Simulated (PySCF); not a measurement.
# RbMg−: from the state search to spectroscopic constants

Aim: find the lowest electronic state of RbMg−, scan its bond at several levels of theory, and get bond length, wavenumber and dissociation energy from each curve.

Method: Rb def2-SVPD with ECP28, Mg def2-SVPD, scalar-relativistic core potentials; program: PySCF 2.14.0.

4 further runs of the same task are left out: 4 set aside as unsound or not needed.

**1. The job**

The job is set up so:

```
atoms                         : Rb, Mg
charge                        : -1
basis                         : Rb def2-SVPD with ECP28, Mg def2-SVPD
Hamiltonian                   : scalar-relativistic core potentials
basis functions               : 48
electrons treated             : 22
masses in u                   : 84.9118, 23.9850
levels                        : PBE0, PBE, r²SCAN, PW91, B2PLYP, B97-3, HSE06, MP2, SCS-MP2, CCSD, CCSD(T)
grid                          : 80 radial by 434 angular points
occupations                   : held fixed by the projection of orbital angular momentum
dissociation limit            : Rb− + Mg, each in its ground configuration
starting distance in angstrom : 3.515
values of 2S to try           : 0, 2
```

Command:

```bash
$ OMP_NUM_THREADS=1 python dia.py task.json out
```

After this run come: The PBE0 curve of the state that the search chose; PBE; r²SCAN (meta-GGA); PW91 (GGA); B2PLYP (double hybrid); B97-3 (global hybrid GGA); HSE06 (range-separated hybrid); Adding correlation.

**Question.** What will these runs give? Wanted: for each run, Re; ωe; De; μ.

**Answer**, as computed:

Lowest PBE0 solution found, without spin–orbit coupling: ¹Σ⁺ (singlet), closed shell.

```tsv
level	Re (Å)	ωe (cm⁻¹)	De (eV)	μ (D)
RHF-MP2	4.659	41.1	0.154	n/a
RHF-SCS-MP2	4.826	33.9	0.122	n/a
RHF-CCSD	4.729	35.5	0.117	n/a
RHF-CCSD(T)	4.530	46.6	0.165	n/a
PBE	4.411	55.4	0.313	0.28
PW91	4.393	56.3	0.325	0.31
r²SCAN	4.447	55.5	0.290	0.25
PBE0	4.479	52.1	0.253	0.57
B97-3	4.534	48.3	0.209	0.53
HSE06	4.463	52.7	0.276	0.41
B2PLYP	4.591	44.5	0.165	2.03
```

De is counted to Rb− + Mg in their ground configurations. A positive dipole points from Rb to Mg; in an ion it is taken about the centre of mass and does not tell which atom is negative.

In words: The methods spread over 0.433 Å in bond length, from PW91 to RHF-SCS-MP2. Of the levels with a De here, RHF-CCSD gives the least (0.117 eV) and PW91 the most (0.325 eV).

Correlated steps freeze 1 core orbital. B2PLYP dipoles, levels and charges come from its SCF part alone. The bond is weak, and basis-set superposition, which was not computed, may be a sizeable part of it. T1 is 0.026 near the minimum (highest on the curve 0.032), which may point to more than one leading configuration. With some functionals the highest level of the anion is positive, from self-interaction error or because the anion is truly unbound there; the finite basis then holds the extra electron, and no neutral molecule was run to test the binding. Spin–orbit coupling is left out.
